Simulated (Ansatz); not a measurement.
# ClGeH₂O+: one structure at several levels

The atoms stand at a structure displaced at random from a GFN2-xTB minimum. How far do the functionals agree with CCSD(T) there?

The runs use Ansatz 0.2.0, Gaussian basis; single points in def2-TZVPP.

Correlated methods freeze the cores. Filled d shells of the heavier atoms are correlated.

### Step 1. The starting structure

5 atoms, charge 1, spin multiplicity 1.

Atoms are counted from 1 here; the program's logs count them from 0.

Bond lengths: O1–Ge2 1.614 Å, O1–H4 0.936 Å, Ge2–Cl3 2.114 Å, Ge2–H5 1.500 Å. Angles: Ge2–O1–H4 136.9°, O1–Ge2–Cl3 118.7°, O1–Ge2–H5 104.3°, Cl3–Ge2–H5 137.0°.

Geometry (Å):

```
atom     x (Å)     y (Å)     z (Å)
  O1  -1.07310   0.32950  -0.35800
 Ge2   0.44450   0.17070   0.16730
 Cl3   1.20060  -1.77380   0.50990
  H4  -1.71530  -0.21550  -0.76610
  H5   0.93430   1.58030   0.31540
```

### Step 2. CCSD(T)/def2-TZVPP

The input, run/in.yaml:

```yaml
crystal:
  periodic: [false, false, false]
  atoms:
    - {symbol: O, position_ang: [-1.073100, 0.329500, -0.358000]}
    - {symbol: Ge, position_ang: [0.444500, 0.170700, 0.167300]}
    - {symbol: Cl, position_ang: [1.200600, -1.773800, 0.509900]}
    - {symbol: H, position_ang: [-1.715300, -0.215500, -0.766100]}
    - {symbol: H, position_ang: [0.934300, 1.580300, 0.315400]}
basis:
  gaussian: {orbitals: def2-TZVPP}
total_charge: 1
correlation: {method: ccsd_t}
output: {forces: true}
```

The command line of these runs was not kept.

### Step 3. PBE0-D4/def2-TZVPP

run/in.yaml: that of step 2 with these lines changed.

```diff
@@ -11,3 +11,3 @@
 total_charge: 1
-correlation: {method: ccsd_t}
-output: {forces: true}
+hamiltonian: {xc: pbe0, dispersion: d4}
+output: {forces: true, orbitals: {seedname: orbitals}}
```

### Step 4. wB97M-V/def2-TZVPP

run/in.yaml: that of step 3 with these lines changed.

```diff
@@ -11,3 +11,3 @@
 total_charge: 1
-hamiltonian: {xc: pbe0, dispersion: d4}
-output: {forces: true, orbitals: {seedname: orbitals}}
+hamiltonian: {xc: {name: wB97M-V}}
+output: {forces: true}
```

### Step 5. r2SCAN-D4/def2-TZVPP

run/in.yaml: that of step 4 with these lines changed.

```diff
@@ -11,3 +11,3 @@
 total_charge: 1
-hamiltonian: {xc: {name: wB97M-V}}
+hamiltonian: {xc: r2scan, dispersion: d4}
 output: {forces: true}
```

### Step 6. PBE-D4/def2-TZVPP

run/in.yaml: that of step 5 with these lines changed.

```diff
@@ -11,3 +11,3 @@
 total_charge: 1
-hamiltonian: {xc: r2scan, dispersion: d4}
+hamiltonian: {xc: pbe, dispersion: d4}
 output: {forces: true}
```

### Step 7. wB97X-V/def2-TZVPP

run/in.yaml: that of step 6 with these lines changed.

```diff
@@ -11,3 +11,3 @@
 total_charge: 1
-hamiltonian: {xc: pbe, dispersion: d4}
+hamiltonian: {xc: {name: wB97X-V}}
 output: {forces: true}
```

### Step 8. BLYP-D4/def2-TZVPP

run/in.yaml: that of step 7 with these lines changed.

```diff
@@ -11,3 +11,3 @@
 total_charge: 1
-hamiltonian: {xc: {name: wB97X-V}}
+hamiltonian: {xc: {name: BLYP}, dispersion: d4}
 output: {forces: true}
```

(Steps that only read results are left out.)

Q: Predict the outcome of this session. Wanted: energy less free atoms, CCSD(T)/def2-TZVPP; RMS force component; RMS force error; HOMO and LUMO, PBE0-D4; T1 diagnostic.

As calculated:

```
                                  quantity                                                                                           value
energy less free atoms, CCSD(T)/def2-TZVPP                                                                                       -6.562 eV
                       RMS force component                                                            1.239 to 1.471 eV/Å over the methods
                           RMS force error  PBE0-D4 0.067, wB97M-V 0.041, r2SCAN-D4 0.043, PBE-D4 0.261, wB97X-V 0.078, BLYP-D4 0.381 eV/Å
                    HOMO and LUMO, PBE0-D4                                                                             -15.53 and -8.46 eV
                             T1 diagnostic                                                                                           0.014
```

In words: Against CCSD(T) the functionals' energies less atoms differ by -0.611 to -0.131 eV, PBE-D4 by -0.611 eV. CCSD(T) in triple zeta still lacks some correlation energy of the bonds, so part of these gaps is its own basis error and they don't rank the functionals. For forces wB97M-V does best and BLYP-D4 worst. Frozen-core CCSD(T) forces in triple zeta carry basis errors of their own, and this is one geometry, so small gaps rank nothing.
